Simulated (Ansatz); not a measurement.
This was printed by a script on the Python package of Ansatz (0.2.0), for a ladder of methods at one geometry of CH6AlNSSn, SMILES N[CH]1[AlH][SnH]1[SH]. What did the script look like? Level of theory (for the species named): Hartree-Fock, def2-SVP basis, multiplicity 1. The script varies functional: hf, cam_b3lyp, revpbe, hse06.

| atom | x (Å) | y (Å) | z (Å) |
| --- | --- | --- | --- |
| N | 0.2078 | 0.9914 | 1.3386 |
| C | 0.9391 | 0.4379 | 0.2485 |
| Al | 1.1367 | -1.4910 | 0.3995 |
| Sn | -0.1720 | -0.0974 | -1.4472 |
| S | -2.5702 | -0.5877 | -1.0126 |
| H | -0.7395 | 0.5294 | 1.4374 |
| H | -0.0676 | 2.0070 | 1.0311 |
| H | 1.8998 | 1.0350 | 0.0060 |
| H | 1.7145 | -2.8004 | 1.1640 |
| H | 0.4487 | -0.6819 | -2.9214 |
| H | -2.7318 | 0.6008 | -0.2234 |

Running `python ch6alnssn.py` prints:
```text
functional    E (Ha)        dipole (D)   HOMO (eV)  LUMO (eV)
hf            -948.194033     2.901      -6.347      0.865
cam_b3lyp     -950.935671     2.562      -5.737     -1.028
revpbe        -950.903920     2.696      -3.847     -2.676
hse06         -950.628080     2.672      -4.353     -2.417
```

The script that was run (others could print the same):

`ch6alnssn.py`
```python
# -*- coding: utf-8 -*-
"""CH6AlNSSn at several levels of theory."""

from dataclasses import dataclass
from pathlib import Path

import ansatz as az
import numpy as np


@dataclass(frozen=True)
class RunConfig:
    basis_set: str = "def2-SVP"


cfg = RunConfig()

geometry_ang = [
    ("N", (0.2078, 0.9914, 1.3386)),
    ("C", (0.9391, 0.4379, 0.2485)),
    ("Al", (1.1367, -1.491, 0.3995)),
    ("Sn", (-0.172, -0.0974, -1.4472)),
    ("S", (-2.5702, -0.5877, -1.0126)),
    ("H", (-0.7395, 0.5294, 1.4374)),
    ("H", (-0.0676, 2.007, 1.0311)),
    ("H", (1.8998, 1.035, 0.006)),
    ("H", (1.7145, -2.8004, 1.164)),
    ("H", (0.4487, -0.6819, -2.9214)),
    ("H", (-2.7318, 0.6008, -0.2234)),
]
ch6alnssn = az.Crystal.molecule()
for symbol, xyz in geometry_ang:
    ch6alnssn = ch6alnssn.atom(symbol, xyz)

base = ch6alnssn.calculation().basis(gaussian=cfg.basis_set)

print("functional    E (Ha)        dipole (D)   HOMO (eV)  LUMO (eV)")
for name in ["hf", "cam_b3lyp", "revpbe", "hse06"]:
    rep = base.functional(name).forces().orbitals().run(threads=1, runs_dir="runs").report
    lines = Path(rep["orbitals_path"]).read_text().splitlines()
    field_of = lambda key: [line.split("=")[1].strip() for line in lines if line.startswith(key)]
    orbitals = [(27.211386 * float(e), s, float(n)) for e, s, n in zip(field_of("Ene="), field_of("Spin="), field_of("Occup="))]
    homo = max(e for e, _, n in orbitals if n > 0.5)
    lumo = min(e for e, _, n in orbitals if n < 0.5)
    dipole = 4.803205 * np.linalg.norm(rep["charge_distribution"]["dipole_moment_e_ang"])
    print(f"{name:10s} {rep['free_energy_ev'] / 27.211386246:14.6f} {dipole:9.3f} {homo:11.3f} {lumo:10.3f}")
```

Total energies depend on the basis set; only differences at equal settings carry meaning. The geometry is a force-field or estimated start, not a minimum of this method, and the basis set is short of its limit. A lower total doesn't mark the better method: functionals have no common bound, and MP2 and coupled cluster aren't variational. def2 sets replace the cores of elements past krypton by effective core potentials. Levels such as HOMO and LUMO are orbital energies: with these approximate functionals they aren't the ionisation energy and electron affinity, and their gap isn't the fundamental gap. hse06 follows the composition of plane-wave codes, whose totals differ by tens of mHa, up to about 0.1 Ha, from the form usual in Gaussian-basis programs (wpbeh). Run time: 27 s on 1 thread of Arm Neoverse V2 (shared host), peak memory 0.42 GiB.

(A comment or docstring line of the script was reworded after the run, the code is as it ran; lines on the test bed's own set-up are left out of the output.)
